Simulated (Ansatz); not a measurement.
# In2TeS: the cost of one run

Method: DFT PBE, scalar-relativistic, plane waves, PAW, in Ansatz 0.2.0.

2 further runs of the same task are left out: 1 that didn't finish, 1 set aside as unsound or not needed. Runs told in other sessions of the task aren't counted.

## 1. The system as given

Symmetry: Pmma, No. 51, orthorhombic system. Conventional cell: a = 8.393 Å, b = 4.232 Å, c = 6.406 Å, α = 90.00°, β = 90.00°, γ = 90.00°. In (site symmetry mm2) is surrounded by 1 S at 2.58 Å and 4 Te at 3.02 Å. In (site symmetry 2/m) has 4 S at 2.98 Å and 2 Te at 3.20 Å in its first shell of neighbours. Around Te (site symmetry 2/m) lie 6 In at 3.02 to 3.20 Å. Around S (site symmetry mm2) lie 5 In at 2.58 to 2.98 Å.

Structure file:

```xyz
8
Lattice="8.3932 0.0000 0.0000 0.0000 4.2325 0.0000 0.0000 0.0000 6.4059" Properties=species:S:1:pos:R:3 pbc="T T T"
In    2.0983    2.1162    0.5113
In    6.2949    2.1162    5.8946
In    0.0000    0.0000    3.2030
In    4.1966    0.0000    3.2030
Te    4.1966    0.0000    0.0000
Te    0.0000    0.0000    0.0000
S     2.0983    2.1162    3.0945
S     6.2949    2.1162    3.3114
```

It is the end of an earlier relaxation with the same method, from a generated guess; it needn't be the stable form of this composition. At a tolerance of 0.05 Å it has space group Pmma (No. 51); it has 28.45 Å³/atom, an uncorrected energy of -0.31 eV/atom over the elements and, on its mesh, gap none (metal).

## 2. Volume × 0.97

File input.yaml:

```yaml
crystal:
  lattice:
    - [8.3084175729, 0.0, 0.0]
    - [0.0, 4.1897397011, 0.0]
    - [0.0, 0.0, 6.3412342586]
  atoms:
    - { symbol: In, position: [0.25, 0.5, 0.079822] }
    - { symbol: In, position: [0.75, 0.5, 0.920178] }
    - { symbol: In, position: [0.0, 0.0, 0.5] }
    - { symbol: In, position: [0.5, 0.0, 0.5] }
    - { symbol: Te, position: [0.5, 0.0, 0.0] }
    - { symbol: Te, position: [0.0, 0.0, 0.0] }
    - { symbol: S, position: [0.25, 0.5, 0.483068] }
    - { symbol: S, position: [0.75, 0.5, 0.516932] }
basis:
  ecutwfc: 420
kpoints:
  mp_grid: { grid: [6, 10, 6] }
hamiltonian:
  xc: pbe
scf:
  occupations: { method: gaussian, width: 0.1 }
output:
  forces: true
  stress: true
  eigenvalues: true
relax:
  adjacent_minimum: "off"
  f_tol: 0.01
  max_steps: 30
  cell: { stress_tol: 0.1, fix: [volume] }
```

On the command line:

```sh
$ ansatz run input.yaml --threads 4 --pin off --max-ram 8192MiB --backend cpu --events-out ev --progress --plain --runs-dir out
```

What time and memory should one allow on 4 threads of Intel Xeon Platinum 8259CL at 2.50GHz (Skylake/Cascade Lake), shared host?

About 73 s, with a peak of 1.3 GiB.
